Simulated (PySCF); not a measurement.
# C₂H₃BBrCl: electronic excitations and core binding energies

Aim: predict the electronic excitations and core binding energies of C₂H₃BBrCl (`C=C(Cl)BBr`).

Programs: PySCF 2.14.0, with density-fitted response routines of our own. Each step states its level of theory. These are calculated values for one molecule in the gas phase, unless marked as measured. Atoms are numbered from 0 throughout.

**1. The starting structure**

8 atoms, charge 0, multiplicity 1; geometry from: GFN2-xTB.

Bonds of the start (Å): C0–C1 1.34, C1–Cl2 1.75, C1–B3 1.55, B3–Br4 1.85, C0–H5 1.08, C0–H6 1.08, B3–H7 1.17.

**2. Ultraviolet spectrum: B3LYP/def2-SVPD**

What the job is given:

```
{"job": {"kind": "uv", "xc": "B3LYP", "basis": "def2-SVPD", "nstates": 8, "ntriplets": 3}, "charge": 0, "multiplicity": 1}
C     -1.248997    -0.229280     0.146151
C     -0.138652     0.471912    -0.101011
Cl    -0.322083     2.171646    -0.479030
B      1.309662    -0.077663    -0.084867
Br     1.603019    -1.868197     0.296891
H     -2.230230     0.213828     0.119586
H     -1.195254    -1.278938     0.385167
H      2.231592     0.606103    -0.307451
```

With the program's defaults for keys left out, this is: TDDFT B3LYP/def2-SVPD, vertical, gas phase, core orbitals frozen in the response.

Started as:

```
> OMP_NUM_THREADS=1 python probes_run.py task.json out
```

This one command runs all jobs of the session in turn.

Output:

```text
coarse grid: 36608 points
cycle   1  E = -3136.7423515059  dE = -5.768e-01  |g| = 2.494e-01  |ddm| = 4.568e+00
cycle   2  E = -3136.7426726485  dE = -3.211e-04  |g| = 2.404e-01  |ddm| = 8.018e-01
cycle   3  E = -3136.7540998670  dE = -1.143e-02  |g| = 1.021e-01  |ddm| = 3.696e-01
cycle   4  E = -3136.7569868381  dE = -2.887e-03  |g| = 2.056e-02  |ddm| = 1.595e-01
cycle   5  E = -3136.7570995097  dE = -1.127e-04  |g| = 4.807e-03  |ddm| = 4.593e-02
cycle   6  E = -3136.7571062861  dE = -6.776e-06  |g| = 1.672e-03  |ddm| = 1.247e-02
final grid: 74560 points
cycle   7  E = -3136.7570698874  dE =  6.749e-07  |g| = 2.312e-03  |ddm| = 8.119e-03
cycle   8  E = -3136.7570679843  dE =  1.903e-06  |g| = 3.489e-03  |ddm| = 9.180e-03
cycle   9  E = -3136.7570712711  dE = -3.287e-06  |g| = 2.101e-04  |ddm| = 5.575e-03
cycle  10  E = -3136.7570712807  dE = -9.599e-09  |g| = 5.148e-05  |ddm| = 3.694e-04
cycle  11  E = -3136.7570712814  dE = -6.944e-10  |g| = 8.412e-06  |ddm| = 6.732e-05
converged SCF energy = -3136.7570712814

Static polarisability (au): isotropic 74.381, principal 50.892 76.939 95.313

Singlet excitations
state   eV       nm        f      main configurations
  1   4.1800    296.6   0.00029   H-1->L 0.99
  2   4.3891    282.5   0.07485   H->L 0.97
  3   4.8474    255.8   0.00007   H-2->L 0.99
  4   5.6671    218.8   0.10013   H-3->L 0.97
  5   6.3548    195.1   0.00037   H-4->L 0.90, H-6->L 0.09
  6   6.4623    191.9   0.00081   H-6->L 0.89, H-4->L 0.09
  7   6.5819    188.4   0.00004   H->L+1 0.49, H->L+2 0.45
  8   6.9288    178.9   0.07052   H-5->L 0.67, H->L+3 0.30

Triplet excitations (Tamm-Dancoff, eV): 2.9812 3.9720 4.6942
```

Wall time 28 s (1 thread of Arm Neoverse N1, shared host); peak memory 0.62 GiB.

The orbitals next to the gap, with their largest atomic shares:

```csv
orbital,eV,atoms
HOMO−3,-9.21,"Br4 69 %, B3 14 %, Cl2 12 %"
HOMO−2,-8.73,"Cl2 69 %, Br4 14 %, C1 7 %"
HOMO−1,-8.18,"Br4 63 %, B3 12 %, Cl2 11 %"
HOMO,-7.65,"Cl2 38 %, C0 26 %, C1 22 %"
LUMO,-2.84,"B3 33 %, C0 22 %, C1 18 %"
LUMO+1,0.08,"Br4 35 %, B3 24 %, Cl2 20 %"
LUMO+2,0.19,"Cl2 37 %, B3 18 %, C1 14 %"
```

With each of the 8 states as a Gaussian band of 0.4 eV half-width at 1/e, the curve within the window shown has maxima at 283 nm (ε 3,000), 219 nm (ε 4,100), 179 nm (ε 2,900) L/(mol cm). Beyond the last state computed it falls off for lack of states. The curve at chosen wavelengths:

nm, ε (L/mol/cm) and a bar:
```
      172       1628 ############
      179       2861 #####################
      186       1999 ###############
      193        788 ######
      200        778 #####
      207       2027 ###############
      214       3594 ###########################
      221       4005 ##############################
      228       3019 #######################
      235       1663 ############
      242        781 ######
      249        551 ####
      256        860 ######
      262       1421 ##########
      269       2198 ################
      276       2814 #####################
      283       3041 #######################
      290       2834 #####################
      297       2326 #################
      304       1711 #############
      311       1145 ########
      318        707 #####
      325        407 ###
      332        221 #
      339        114 
      346         56
```

Further results of this job:

```csv
property,computed
dipole moment (D),1.44
polarisability (Å³),11.02
HOMO–LUMO gap (eV),4.81
−ε(HOMO) (eV),7.65
```

**3. X-ray photoelectron lines: SCAN, X2C**

The job, as its differences from that of step 2:

```diff
@@ -1,2 +1,2 @@
-{"job": {"kind": "uv", "xc": "B3LYP", "basis": "def2-SVPD", "nstates": 8, "ntriplets": 3}, "charge": 0, "multiplicity": 1}
+{"job": {"kind": "xps"}, "charge": 0, "multiplicity": 1}
 C     -1.248997    -0.229280     0.146151
```

Method: delta-SCF UKS SCAN, pcX-2 on the ionised atom, pcseg-1 elsewhere, spin-free X2C.

Output:

```text
ground state, core basis on atom 0 (C), 133 functions
  cycle   1  E = -3162.95799317  |g| = 2.80e-01
  cycle   2  E = -3162.94961205  |g| = 3.25e-01
  cycle   3  E = -3162.97218537  |g| = 1.41e-01
  cycle   4  E = -3162.97832671  |g| = 3.23e-02
  cycle   5  E = -3162.97856886  |g| = 1.40e-02
  cycle   6  E = -3162.97862384  |g| = 3.43e-03
  cycle   7  E = -3162.97862712  |g| = 1.17e-03
  cycle   8  E = -3162.97862769  |g| = 3.23e-04
  E(ground) = -3163.13246163 Eh
hole in C 1s of atom 0
  cycle   1  E = -3151.69768942  |g| = 1.51e+00
  cycle   2  E = -3150.43498102  |g| = 2.08e+00
  cycle   3  E = -3152.12812182  |g| = 5.12e-01
  cycle   4  E = -3152.13233028  |g| = 5.16e-01
  cycle   5  E = -3152.28676217  |g| = 9.95e-02
  cycle   6  E = -3152.29078870  |g| = 3.71e-02
  cycle   7  E = -3152.29154565  |g| = 1.59e-02
  cycle   8  E = -3152.29175774  |g| = 6.19e-03
  cycle   9  E = -3152.29180522  |g| = 4.26e-03
  cycle  10  E = -3152.29182665  |g| = 2.09e-03
  cycle  11  E = -3152.29183516  |g| = 6.81e-04
  cycle  12  E = -3152.29183539  |g| = 2.26e-04
  E(ion) = -3152.44420013 Eh   <S^2> = 0.8048   hole on atom = 1.000   binding energy = 290.842 eV
ground state, core basis on atom 1 (C), 133 functions
  cycle   1  E = -3162.98006200  |g| = 6.21e-02
  cycle   2  E = -3162.97928107  |g| = 5.84e-02
  cycle   3  E = -3162.97962629  |g| = 4.68e-02
  cycle   4  E = -3162.98026749  |g| = 7.27e-03
  cycle   5  E = -3162.98028834  |g| = 1.65e-03
  cycle   6  E = -3162.98028686  |g| = 3.13e-04
  E(ground) = -3163.13424528 Eh
hole in C 1s of atom 1
  cycle   1  E = -3151.66818963  |g| = 1.52e+00
  cycle   2  E = -3148.72307359  |g| = 2.54e+00
  cycle   3  E = -3151.90469268  |g| = 7.05e-01
  cycle   4  E = -3152.14731454  |g| = 4.31e-01
  cycle   5  E = -3152.21914198  |g| = 2.38e-01
  cycle   6  E = -3152.25132317  |g| = 5.48e-02
  cycle   7  E = -3152.25296082  |g| = 2.37e-02
  cycle   8  E = -3152.25341180  |g| = 7.84e-03
  cycle   9  E = -3152.25350108  |g| = 5.24e-03
  cycle  10  E = -3152.25355902  |g| = 3.13e-03
  cycle  11  E = -3152.25358912  |g| = 1.85e-03
  cycle  12  E = -3152.25359672  |g| = 8.26e-04
  cycle  13  E = -3152.25359738  |g| = 3.09e-04
  E(ion) = -3152.40199327 Eh   <S^2> = 0.8226   hole on atom = 1.000   binding energy = 292.039 eV
ground state, core basis on atom 2 (Cl), 144 functions
  cycle   1  E = -3163.16223050  |g| = 4.86e-01
  cycle   2  E = -3163.16221739  |g| = 5.38e-02
  cycle   3  E = -3163.16118920  |g| = 7.27e-02
  cycle   4  E = -3163.16233010  |g| = 2.79e-02
  cycle   5  E = -3163.16256451  |g| = 3.65e-03
  cycle   6  E = -3163.16256403  |g| = 4.93e-04
  E(ground) = -3163.30234341 Eh
hole in Cl 1s of atom 2
  cycle   1  E = -3057.95539858  |g| = 5.47e+00
  cycle   2  E = -3056.81012579  |g| = 2.54e+00
  cycle   3  E = -3049.63114147  |g| = 2.88e+00
  cycle   4  E = -3058.98980752  |g| = 5.68e-01
  cycle   5  E = -3058.85969243  |g| = 7.65e-01
  cycle   6  E = -3059.19631557  |g| = 6.67e-02
  cycle   7  E = -3059.19680119  |g| = 6.23e-02
  cycle   8  E = -3059.19916845  |g| = 1.53e-02
  cycle   9  E = -3059.19926811  |g| = 8.54e-03
  cycle  10  E = -3059.19931394  |g| = 1.44e-03
  cycle  11  E = -3059.19931384  |g| = 3.51e-04
  E(ion) = -3059.34611252 Eh   <S^2> = 0.7525   hole on atom = 1.000   binding energy = 2828.793 eV
hole in Cl 2p of atom 2
  cycle   1  E = -3155.09064922  |g| = 1.70e+00
  cycle   2  E = -3153.48432734  |g| = 1.79e+00
  cycle   3  E = -3154.97734683  |g| = 9.20e-01
  cycle   4  E = -3155.50819960  |g| = 2.61e-01
  cycle   5  E = -3155.52061170  |g| = 2.49e-01
  cycle   6  E = -3155.55284067  |g| = 6.37e-02
  cycle   7  E = -3155.55494180  |g| = 2.13e-02
  cycle   8  E = -3155.55523718  |g| = 4.34e-03
  cycle   9  E = -3155.55524392  |g| = 2.34e-03
  cycle  10  E = -3155.55524728  |g| = 5.43e-04
  cycle  11  E = -3155.55524639  |g| = 1.40e-04
  E(ion) = -3155.70260889 Eh   <S^2> = 0.7517   hole on atom = 1.001   binding energy = 206.799 eV
  2p3/2 = 206.201 eV   2p1/2 = 207.855 eV
ground state, core basis on atom 3 (B), 133 functions
  cycle   1  E = -3162.97077976  |g| = 5.53e-02
  cycle   2  E = -3162.97014740  |g| = 5.66e-02
  cycle   3  E = -3162.97090725  |g| = 2.85e-02
  cycle   4  E = -3162.97110274  |g| = 1.39e-02
  cycle   5  E = -3162.97115769  |g| = 2.10e-03
  cycle   6  E = -3162.97116038  |g| = 4.56e-04
  E(ground) = -3163.12565241 Eh
hole in B 1s of atom 3
  cycle   1  E = -3155.30598876  |g| = 1.17e+00
  cycle   2  E = -3153.18380928  |g| = 2.16e+00
  cycle   3  E = -3155.59612236  |g| = 4.39e-01
  cycle   4  E = -3155.56654934  |g| = 4.47e-01
  cycle   5  E = -3155.69691330  |g| = 2.08e-01
  cycle   6  E = -3155.73203612  |g| = 9.27e-02
  cycle   7  E = -3155.73777627  |g| = 3.91e-02
  cycle   8  E = -3155.73899264  |g| = 2.44e-02
  cycle   9  E = -3155.73957536  |g| = 1.47e-02
  cycle  10  E = -3155.73987799  |g| = 9.14e-03
  cycle  11  E = -3155.74004191  |g| = 7.06e-03
  cycle  12  E = -3155.74010325  |g| = 2.62e-03
  cycle  13  E = -3155.74012235  |g| = 1.51e-03
  cycle  14  E = -3155.74013280  |g| = 7.95e-04
  cycle  15  E = -3155.74013708  |g| = 2.80e-04
  E(ion) = -3155.89131103 Eh   <S^2> = 1.0948   hole on atom = 1.000   binding energy = 196.856 eV
```

It took 58 s on 1 thread of Arm Neoverse N1, shared host; peak memory 0.45 GiB.

The holes in one table. −ε is the ground-state orbital energy:

```csv
hole,stands for,environment,ΔSCF (eV; 2p as the shell's mean),−ε (eV),⟨S²⟩
C1s on C0,C0,terminal =CH2 carbon,290.84,274.6,0.805
C1s on C1,C1,fully substituted alkene carbon,292.04,275.5,0.823
Cl1s on Cl2,Cl2,chlorine bonded to C,2828.79,2763.8,0.752
Cl2p on Cl2,Cl2,chlorine bonded to C,206.75,193.6,0.752
B1s on B3,B3,"boron bonded to C, Br, H",196.86 (doubtful),181.7,1.095
```

Doubtful: the ion did not converge, its hole moved, or its ⟨S²⟩ is well above 0.75.

With the spin-orbit splitting: Cl2 2p3/2 206.20, 2p1/2 207.86 eV. The table gives each 2p level as the mean over the whole 2p shell (two parts 2p3/2, one part 2p1/2), which differs a little from the single hole in the log.

**4. What came out**

| quantity | value |
| --- | --- |
| lowest singlet (B3LYP/def2-SVPD) | 4.18 eV (297 nm), f = 0.000 |
| brightest single state of those computed | state 4, 5.67 eV, f = 0.100 |
| lowest triplet | 2.98 eV |
| C1s binding energies, SCAN/pcX-2 | C1 292.04, C0 290.84 eV |
| Cl1s binding energies, SCAN/pcX-2 | Cl2 2828.79 eV |
| Cl2p binding energies, SCAN/pcX-2 | Cl2 206.75 eV |

In words: The first singlet state (HOMO−1→LUMO 0.99) lies at 4.18 eV and is dark; of the 8 states computed, the strongest absorption comes from state 4 at 5.67 eV (the last state computed is bright too, and its partners may lie past the list). The lowest triplet lies 1.20 eV below the lowest singlet (triplets in Tamm-Dancoff, singlets in full TDDFT). C1 (fully substituted alkene carbon) binds its C1s electron 1.20 eV more tightly than C0 (terminal =CH2 carbon).
